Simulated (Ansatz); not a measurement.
# CH8BGaSn: vertical ionisation energy

Aim: the vertical ionisation energy of CH8BGaSn, as cation minus neutral at the neutral's geometry, on several levels, and how well −ε(HOMO) stands in for it.

The runs use Ansatz 0.2.0, Gaussian basis; unrestricted cation, the program's frozen cores in correlated methods.

Plan: UKS PBE-D4/def2-TZVPP; UKS r2SCAN-D4/def2-TZVPP; UKS PBE0-D4/def2-TZVPP; UKS B3LYP-D4/def2-TZVPP; UKS wB97X-V/def2-TZVPP; UKS wB97M-V/def2-TZVPP; UKS B2PLYP/def2-TZVPP; UHF-CCSD(T)/def2-TZVPP; UHF-MP2/def2-QZVPP; extrapolation to the limit; then −ε(HOMO) from the neutral's earlier runs with LDA (SPW92), PBE-D4, revPBE-D4, BLYP-D4, r2SCAN-D4, B97M-V, PBE0-D4, B3LYP-D4, r2SCANh-D4, r2SCAN0-D4, HSE06-D4, BHLYP-D4, CAM-B3LYP-D4, LC-ωPBE, ωB97X-V, ωB97M-V.

### 1 The geometry

The geometry comes from an earlier relaxation with PBE0-D4 in a triple-zeta def2 set; it is a stationary point, not always the lowest conformer. Sn takes the def2 core potential; no spin-orbit term is included.

SMILES `C[BH][SnH2][GaH2]`, 12 atoms, charge 0, spin multiplicity 1.

Atoms are counted from 1 here; the program's logs count them from 0.

Bond lengths: C1–B2 1.549 Å, C1–H5 1.094 Å, C1–H6 1.091 Å, C1–H7 1.104 Å, B2–Sn3 2.246 Å, B2–H8 1.199 Å, Sn3–Ga4 2.622 Å, Sn3–H9 1.717 Å, Sn3–H10 1.713 Å, Ga4–H11 1.575 Å, Ga4–H12 1.576 Å. Angles: B2–C1–H5 113.5°, B2–C1–H6 116.7°, B2–C1–H7 103.7°, H5–C1–H6 110.1°, H5–C1–H7 104.9°, H6–C1–H7 106.6°, C1–B2–Sn3 123.0°, C1–B2–H8 119.3°, Sn3–B2–H8 117.7°, B2–Sn3–Ga4 109.6°, B2–Sn3–H9 110.9°, B2–Sn3–H10 112.5°, Ga4–Sn3–H9 107.9°, Ga4–Sn3–H10 109.0°, H9–Sn3–H10 106.8°, Sn3–Ga4–H11 121.3°, Sn3–Ga4–H12 120.4°, H11–Ga4–H12 118.3°.

### 2 Cation, UKS PBE-D4/def2-TZVPP

Contents of in.yaml:

```yaml
crystal:
  periodic: [false, false, false]
  atoms:
    - {symbol: C, position_ang: [-0.983421, 1.997977, -0.129746]}
    - {symbol: B, position_ang: [-0.380552, 0.939346, 0.827036]}
    - {symbol: Sn, position_ang: [1.232203, -0.494627, 0.205719]}
    - {symbol: Ga, position_ang: [0.150877, -2.748807, -0.584494]}
    - {symbol: H, position_ang: [-2.051873, 2.172875, 0.029172]}
    - {symbol: H, position_ang: [-0.777791, 1.871470, -1.193235]}
    - {symbol: H, position_ang: [-0.492328, 2.938105, 0.177508]}
    - {symbol: H, position_ang: [-0.780179, 0.872875, 1.955472]}
    - {symbol: H, position_ang: [2.145443, 0.140988, -1.101906]}
    - {symbol: H, position_ang: [2.341003, -0.822493, 1.469912]}
    - {symbol: H, position_ang: [-0.001825, -3.970571, 0.397142]}
    - {symbol: H, position_ang: [-0.401537, -2.897149, -2.052588]}
basis:
  gaussian: {orbitals: def2-TZVPP}
total_charge: 1
magnetization: {spin_polarized: true, initial_magnetization: 1}
hamiltonian: {xc: pbe, dispersion: d4}
```

On the command line:

```sh
ansatz run in.yaml --threads 2 --pin off --events-out ev --progress --plain --max-ram 32768MiB --backend cuda --devices 0, --max-vram 18GiB
```

The runs that follow: Cation, UKS r2SCAN-D4/def2-TZVPP; Cation, UKS PBE0-D4/def2-TZVPP; Cation, UKS B3LYP-D4/def2-TZVPP; Cation, UKS wB97X-V/def2-TZVPP; Cation, UKS wB97M-V/def2-TZVPP; Cation, UKS B2PLYP (frozen core)/def2-TZVPP; Cation, UHF-CCSD(T)/def2-TZVPP; Cation, UHF-MP2/def2-QZVPP.

Q: Predict the results of all the runs planned. Wanted: ionisation energy, CCSD(T)/CBS; nearest functional by difference; nearest −ε(HOMO); −ε(HOMO) of PBE; T1 of the cation.

As calculated:

```
                        quantity               value
  ionisation energy, CCSD(T)/CBS             8.91 eV
nearest functional by difference  ωB97X-V (-0.12 eV)
                nearest −ε(HOMO)  ωB97X-V (+0.06 eV)
                 −ε(HOMO) of PBE             5.93 eV
                T1 of the cation               0.017
```

What this shows: Energy differences with functionals land within 0.44 eV of the reference. −ε(HOMO) of PBE misses by 3.0 eV, since self-interaction lifts the level. Among orbital estimates ωB97X-V comes nearest. Hartree-Fock falls 0.88 eV short, as the neutral has more correlation energy than the cation. The cation may have settled in a state other than its lowest; no search over hole states beyond the program's own was made. Correlated methods include outer-core shells of Ga, Sn, which these sets cover unevenly. With outer-core shells in play the reference is unsure by up to some tenths of an eV, so close misses can't be ranked.
